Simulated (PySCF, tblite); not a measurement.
# C₃H₈N₂SSi: geometry, infrared bands and NMR shifts

What infrared bands and NMR shifts should C₃H₈N₂SSi (`CN[Si@H](C#N)SC`) show?

The runs use tblite 0.8.0 and PySCF 2.14.0, with density-fitted response routines of our own; the level of theory stands in each step. All values are computed, except where a source is named. Atoms count from 0, in the outputs and in this text.

**1. Starting geometry**

15 atoms, charge 0, multiplicity 1; geometry from: force field or distance geometry start.

Bonds of the start (Å): C0–N1 1.44, N1–Si2 1.79, Si2–C3 1.81, C3–N4 1.14, Si2–S5 2.14, S5–C6 1.83, C0–H7 1.11, C0–H8 1.12, C0–H9 1.10, N1–H10 1.02, Si2–H11 1.48, C6–H12 1.09, C6–H13 1.11, C6–H14 1.09.

**2. Optimising the geometry with GFN2-xTB**

The job: settings as JSON, then the geometry in Å.

```
{"job": {"kind": "relax", "xc": "GFN2-xTB", "basis": "xTB"}, "charge": 0, "multiplicity": 1}
C     -2.413100    -0.593700    -0.357100
N     -1.026900    -0.937900    -0.206000
Si    -0.170700     0.422900     0.576000
C     -0.235200     1.818600    -0.582000
N     -0.266100     2.703200    -1.299400
S      1.830200    -0.115700     1.110700
C      2.884800    -0.311300    -0.371100
H     -2.998900    -0.709500     0.580300
H     -2.421200     0.507200    -0.575500
H     -2.924000    -1.184900    -1.138000
H     -0.621500    -1.168000    -1.115300
H     -0.924600     0.719700     1.809500
H      3.308000     0.651600    -0.667300
H      2.316700    -0.762900    -1.207600
H      3.658200    -1.031400    -0.084800
```

Command:

```console
$ OMP_NUM_THREADS=1 python probes_run.py task.json out
```

This one command runs all jobs of the session in turn.

**Question.** This job is followed by: GFN2-xTB harmonic vibrations, gas phase; GIAO PBE0/pcSseg-1 NMR shielding, non-relativistic, gas phase. What will the session give for the following? strongest single infrared mode (GFN2-xTB); zero-point energy (GFN2-xTB); ¹³C shifts against TMS (PBE0/pcSseg-1); ¹H shifts against TMS (PBE0/pcSseg-1, means over atoms taken as alike); ¹⁵N shifts against NH3 (PBE0/pcSseg-1); ²⁹Si shifts against TMS (PBE0/pcSseg-1); ³³S shifts against CS2 (PBE0/pcSseg-1); surface potential, 1st and 99th percentile.

As calculated:

```
                                                              quantity                       value
                             strongest single infrared mode (GFN2-xTB)       2284 cm⁻¹, 230 km/mol
                                          zero-point energy (GFN2-xTB)               68.4 kcal/mol
                                ¹³C shifts against TMS (PBE0/pcSseg-1)       123.6, 30.6, 14.3 ppm
¹H shifts against TMS (PBE0/pcSseg-1, means over atoms taken as alike)  5.33, 2.88, 2.40, 0.34 ppm
                                ¹⁵N shifts against NH3 (PBE0/pcSseg-1)             358.2, 29.2 ppm
                               ²⁹Si shifts against TMS (PBE0/pcSseg-1)                   -31.6 ppm
                                ³³S shifts against CS2 (PBE0/pcSseg-1)                    -156 ppm
                                 surface potential, 1st and 99th percentile          -1.62 V and 1.76 V
```

In words: Relaxing lowered the energy by 0.635 eV in 132 steps; the close pair that moved most is N1–Si2, from 1.788 to 1.712 Å. All 39 modes are real, so the xTB geometry is a minimum. The strongest single mode, at 2284 cm⁻¹, moves mainly H11. GFN2-xTB is a fitted tight-binding method: band positions and strengths are rough. Its intensities can rank the bands wrongly. C3 (nitrile carbon) lies farthest downfield among carbon, at 123.6 ppm; C≡N carbons fall here, among the sp2 signals but without a proton. At PBE0/pcSseg-1: Shielding is most anisotropic at N4 (span 595 ppm, paramagnetic term -429 ppm). At PBE0/pcSseg-1, counted by nearest atom on the grid, the HOMO lies on S5 76 %, the LUMO on N4 24 %; C3 22 %.
